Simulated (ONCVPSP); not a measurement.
# An ONCV potential for gallium, from input to tests

Do these settings give a usable potential? It is generated, then checked for transferability, scattering, ghosts and hardness.

Method: ONCVPSP 4.0.1, PBEsol, scalar-relativistic.

### 1 The design

Typed settings, in words:

```
element                 : gallium (Ga, Z = 31)
type                    : optimised norm-conserving Vanderbilt (ONCV)
frozen core             : [Ne]
valence charge          : 21
reference configuration : 3s2 3p6 3d10 4s2 4p0.5 (charge +0.5)
partial waves           : 3s+4s: rc 1.30 bohr, ncon 5, nbas 8, qcut 10.7 1/bohr, 2 projectors; 3p+4p: rc 1.30 bohr, ncon 3, nbas 6, qcut 13.4 1/bohr, 2 projectors; 3d: rc 1.40 bohr, ncon 3, nbas 8, qcut 10.6 1/bohr, 2 projectors, debl 3.5 Ha
local potential         : polynomial inside 1.10 bohr (lpopt 3, dvloc0 3 Ha)
core correction         : Teter function fitted to the true core (icmod 2), fcfact 0.7
```

An earlier all-electron run gives the scale for the radii.

All-electron outer shells of the reference configuration (PBEsol, scalar-relativistic, ld1.x):

```csv
shell,level (eV),outermost node (bohr),outermost maximum (bohr)
2s,-1265.06,0.07,0.18
2p,-1102.08,–,0.15
3s,-151.63,0.27,0.56
3p,-102.54,0.24,0.56
3d,-23.01,–,0.53
4s,-12.45,0.81,1.87
4p,-5.62,0.87,2.41
```

### 2 Generating the potential

Ga.dat

```
# ATOM AND REFERENCE CONFIGURATION
# atsym  z   nc   nv     iexc    psfile
  Ga 31.00    3    5  -116133      upf
#
#   n    l    f
    1    0    2.00
    2    0    2.00
    2    1    6.00
    3    0    2.00
    3    1    6.00
    3    2   10.00
    4    0    2.00
    4    1    0.50
#
# PSEUDOPOTENTIAL AND OPTIMIZATION
# lmax
    2
#
#   l,   rc,      ep,       ncon, nbas, qcut
    0    1.30    0.00    5    8   10.70
    1    1.30    0.00    3    6   13.40
    2    1.40    0.00    3    8   10.60
#
# LOCAL POTENTIAL
# lloc, lpopt,  rc(5),   dvloc0
    4    3    1.10    3.00
#
# VANDERBILT-KLEINMAN-BYLANDER PROJECTORs
# l, nproj, debl
    0    2    1.60
    1    2    2.30
    2    2    3.50
#
# MODEL CORE CHARGE
# icmod, fcfact, rcfact
    2    0.70    0.90
#
# LOG DERIVATIVE ANALYSIS
# epsh1, epsh2, depsh
   -7.00    5.00    0.04
#
# OUTPUT GRID
# rlmax, drl
    6.00    0.01
#
# TEST CONFIGURATIONS
# ncnf
    4
# nvcnf
#   n    l    f
    5
    3    0    2.00
    3    1    6.00
    3    2   10.00
    4    0    2.00
    4    1    1.00
#
    5
    3    0    2.00
    3    1    6.00
    3    2   10.00
    4    0    2.00
    4    1    0.00
#
    5
    3    0    2.00
    3    1    6.00
    3    2   10.00
    4    0    1.00
    4    1    0.00
#
    5
    3    0    2.00
    3    1    6.00
    3    2   10.00
    4    0    1.00
    4    1    1.00
#
```

Started as:

```sh
$ oncvpsp.x < Ga.dat > Ga.out
```

Q: Predict the outcome of this session. Wanted: cutoffs for 1 and 0.1 mHa per electron, occupied waves; bound ghosts; GHOST(+) flags; largest test error; largest phase difference near zero energy, channels read; rms error of d²Exc/dn², without and with the model core.

The runs gave:

| quantity | value |
| --- | --- |
| cutoffs for 1 and 0.1 mHa per electron, occupied waves | 48 Ha and 56 Ha |
| bound ghosts | none found |
| GHOST(+) flags | none at low energy |
| largest test error (AE − PS) | -1.3 meV, for 3s2 3p6 3d10 4s1 4p0 |
| largest phase difference near zero energy, channels read | 0.001 rad |
| rms error of d²Exc/dn², without and with the model core | 3.30 and 0.94 mHa |

What this shows: The worst unpolarised test, 3s2 3p6 3d10 4s1 4p0, is off by 1.3 meV on 24.8 eV; by total energies transferability rates as very good. The potential is hard: the looser tolerance needs 48 Ha. It is free of bound ghosts as far as tested. Near zero energy the phases of the channels with partial waves agree within 0.001 rad. These are tests on the free atom; a crystal test is still owed.
